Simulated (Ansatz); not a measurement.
# TiTe2: how the settings move a single-point run

Question: which choices in the input matter for TiTe2?

Program: Ansatz 0.2.0. Level of theory: reference: DFT, PBE, plane waves, PAW. These are calculated values, not measurements.

1 further run of the same task is left out (it didn't finish).

## (1) The system as given

The structure is trigonal, space group P-3m1 (No. 164). The conventional cell has a = 3.791 Å, b = 3.791 Å, c = 6.554 Å, α = 90.00°, β = 90.00°, γ = 120.00°. Ti (site symmetry -3m) is surrounded by 6 Te at 2.77 Å. Te (site symmetry 3m) is surrounded by 3 Ti at 2.77 Å.

Structure file:

```
Ti Te
1.0
     3.79083    0.00000    0.00000
    -1.89542    3.28296    0.00000
     0.00000    0.00000    6.55416
Ti Te
1 2
Direct
  0.00000 0.00000 0.00000
  0.33333 0.66667 0.25782
  0.66667 0.33333 0.74218
```

## (2) Reference

input.yaml reads:

```yaml
crystal:
  lattice:
    - [3.7908320817, 0.0, 0.0]
    - [-1.8954160408, 3.2829568842, 0.0]
    - [0.0, 0.0, 6.554162596]
  atoms:
    - { symbol: Ti, position: [0.0, 0.0, 0.0] }
    - { symbol: Te, position: [0.3333333333, 0.6666666667, 0.2578174224] }
    - { symbol: Te, position: [0.6666666667, 0.3333333333, 0.7421825776] }
kpoints:
  mp_grid: { grid: [6, 6, 4] }
hamiltonian:
  xc: pbe
scf:
  occupations: { method: fermi_dirac, width: 0.02 }
  n_extra_bands: 4
output:
  forces: true
  stress: true
  eigenvalues: true
  write_density: true
  write_potential: true
  elf: true
  volumetric_format: npy
```

Launch:

```
$ ansatz run input.yaml --threads 4 --pin off --max-ram 3686MiB --backend cpu --events-out ev --progress --plain --runs-dir out
```

## (3) Changing settings: mp_grid.grid [3, 3, 3]

Edit input.yaml of step 2 so:

```diff
@@ -10,3 +10,3 @@
 kpoints:
-  mp_grid: { grid: [6, 6, 4] }
+  mp_grid: { grid: [3, 3, 3] }
 hamiltonian:
@@ -20,5 +20 @@
   eigenvalues: true
-  write_density: true
-  write_potential: true
-  elf: true
-  volumetric_format: npy
```

## (4) Variant: ecutrho_ratio 12

Edit input.yaml of step 2 so:

```diff
@@ -16,2 +16,3 @@
   n_extra_bands: 4
+  max_iter: 91
 output:
@@ -20,5 +21,3 @@
   eigenvalues: true
-  write_density: true
-  write_potential: true
-  elf: true
-  volumetric_format: npy
+basis:
+  ecutrho_ratio: 12
```

## (5) Variant: n_extra_bands 1

Edit input.yaml of step 2 so:

```diff
@@ -15,3 +15,3 @@
   occupations: { method: fermi_dirac, width: 0.02 }
-  n_extra_bands: 4
+  n_extra_bands: 1
 output:
@@ -20,5 +20 @@
   eigenvalues: true
-  write_density: true
-  write_potential: true
-  elf: true
-  volumetric_format: npy
```

## (6) Changed: mp_grid.shift [0, 0, 0.5]

Edit input.yaml of step 2 so:

```diff
@@ -10,3 +10,3 @@
 kpoints:
-  mp_grid: { grid: [6, 6, 4] }
+  mp_grid: { grid: [6, 6, 4], shift: [0, 0, 0.5] }
 hamiltonian:
@@ -20,5 +20 @@
   eigenvalues: true
-  write_density: true
-  write_potential: true
-  elf: true
-  volumetric_format: npy
```

## (7) Changed: preconditioner resta

Edit input.yaml of step 2 so:

```diff
@@ -16,2 +16,3 @@
   n_extra_bands: 4
+  mixing: { preconditioner: resta }
 output:
@@ -20,5 +21 @@
   eigenvalues: true
-  write_density: true
-  write_potential: true
-  elf: true
-  volumetric_format: npy
```

## (8) Changed: ecutwfc 900

Edit input.yaml of step 2 so:

```diff
@@ -20,5 +20,3 @@
   eigenvalues: true
-  write_density: true
-  write_potential: true
-  elf: true
-  volumetric_format: npy
+basis:
+  ecutwfc: 900
```

What does the calculation give? Wanted: for each run, ending; energy change; pressure; gap; force.

The runs gave:

| run | ending | energy change | pressure (GPa) | gap (eV) | force (eV/Å) | cycles | time |
| --- | --- | --- | --- | --- | --- | --- | --- |
| reference | converged | 0 | 0.8 | 0.00 | 0.12 | 7 | 2.8 s |
| 1: mp_grid.grid [3, 3, 3] | converged | +66.9 meV/atom | 1.0 | 0.00 | 0.09 | 7 | 1.4 s |
| 2: ecutrho_ratio 12 | converged | 0.0 meV/atom | 0.8 | 0.00 | 0.12 | 7 | 2.7 s |
| 3: n_extra_bands 1 | converged | 0.0 meV/atom | 0.8 | 0.00 | 0.12 | 6 | 2.3 s |
| 4: mp_grid.shift [0, 0, 0.5] | converged | +3.2 meV/atom | 1.0 | 0.00 | 0.13 | 7 | 2.1 s |
| 5: preconditioner resta | converged | 0.0 meV/atom | 0.8 | 0.00 | 0.12 | 8 | 1.9 s |
| 6: ecutwfc 900 | converged | -1.2 meV/atom | 0.8 | 0.00 | 0.12 | 6 | 5.1 s |

Times don't compare one to one where runs were asked for different outputs or read a saved state (see the inputs); cycles may leave out searches for a lower state.

Residual by cycle in the longest SCF loop of each run; runs are numbered as in the table. The quantity is the density residual dr2, in eV.

| cycle | reference | run 1 | run 2 | run 3 | run 4 | run 5 | run 6 |
| --- | --- | --- | --- | --- | --- | --- | --- |
| 1 | 0.00781 | 0.0465 | 0.00784 | 0.00754 | 0.0261 | 0.00781 | 0.00783 |
| 2 | 0.0115 | 0.00929 | 0.0117 | 0.0108 | 0.0224 | 0.00675 | 0.0123 |
| 3 | 0.0011 | 9.4e-4 | 0.00111 | 0.00116 | 3.1e-4 | 0.00102 | 0.0011 |
| 4 | 2.9e-5 | 8.1e-5 | 2.9e-5 | 3.6e-5 | 1.8e-5 | 7.5e-5 | 2.7e-5 |
| 5 | 1.4e-6 | 1.6e-5 | 1.3e-6 | 1.5e-6 | 1.1e-6 | 1.8e-5 | 1.4e-6 |
| 6 | 1.0e-7 | 7.9e-7 | 1.1e-7 | 9.5e-8 | 4.5e-7 | 2.7e-6 | 9.1e-8 |
| 7 | 3.2e-9 | 2.7e-8 | 3.0e-9 | - | 3.7e-8 | 1.8e-7 | - |
| 8 | - | - | - | - | - | 2.0e-8 | - |

**Reading.** Of the converged runs whose energies compare with the reference's, «mp_grid.grid [3, 3, 3]» moves the energy most (+66.9 meV/atom). Of the variants the dearest is «ecutwfc 900» (5.1 s), the cheapest «mp_grid.grid [3, 3, 3]» (1.4 s), on a shared host. The reference leaves spin out although Ti can carry a moment, so its state need not be the lowest.
